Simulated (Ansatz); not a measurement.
From input file to script: FGeH, SMILES [F][GeH] in Ansatz 0.2.0.

```yaml
crystal:
  periodic: [false, false, false]
  atoms:
    - { symbol: F, position_ang: [0.67, 1.1407, 0.482] }
    - { symbol: Ge, position_ang: [-0.5644, 0.1308, -0.2918] }
    - { symbol: H, position_ang: [-0.1166, -1.3363, -0.2035] }
basis:
  gaussian:
    orbitals: def2-SVP
correlation:
  method: sc_nevpt2
  active_space:
    window:
      electrons: 4
      orbitals: 5
```

Typed at the interpreter:
```pycon
>>> import ansatz
>>> from ase import Atoms
>>> atoms = Atoms(["F", "Ge", "H"], positions=[
...     (0.67, 1.1407, 0.482),
...     (-0.5644, 0.1308, -0.2918),
...     (-0.1166, -1.3363, -0.2035),
... ])
>>> mol = ansatz.Crystal.molecule_from_ase(atoms)
>>> model = (
...     mol.calculation()
...     .basis(gaussian="def2-SVP")
...     .correlation(active_electrons=4, active_orbitals=5)
... )
>>> for method in ["sc_nevpt2"]:
...     rep = (model if method is None else model.correlation(method)).run(threads=1).report
...     space = rep["configurations"]
...     state = space["states"][0]
...     print(method or "casscf", f"total {rep['free_energy_ev'] / 27.211386246:.6f} Ha, active-space state {state['energy']['hartree']:.6f} Ha, mean field {rep['reference_energy_ev'] / 27.211386246:.6f} Ha")
...     print("  determinants", state["n_determinants"], " natural occupations", [round(n, 3) for n in space["natural_occupations"]])
...
RunWarning: the results are in doubt because another end's mean lies 0.499 eV lower, and its corrected mean 0.449 eV higher
sc_nevpt2 total -2175.436786 Ha, active-space state -2175.074729 Ha, mean field -2175.034525 Ha
  determinants 52  natural occupations [1.98, 1.915, 0.064, 0.027, 0.014]
```

Caveats:
- Total energies depend on the basis set; only differences at equal settings carry meaning.
- Warnings are shown shortened and without file and line.
- The geometry is a force-field or estimated start, not a minimum of this method, and the basis set is short of its limit. The active space starts as a window about the frontier orbitals and is then optimised, not chosen by chemistry.
- A lower CASSCF solution was found and passed over, so the printed active-space state isn't the lowest.
- Finished in 6.2 s on 1 thread of Arm Neoverse V2, with other jobs on the host, peak memory 0.18 GiB.

(Lines on the test bed's own set-up are left out of the output.)
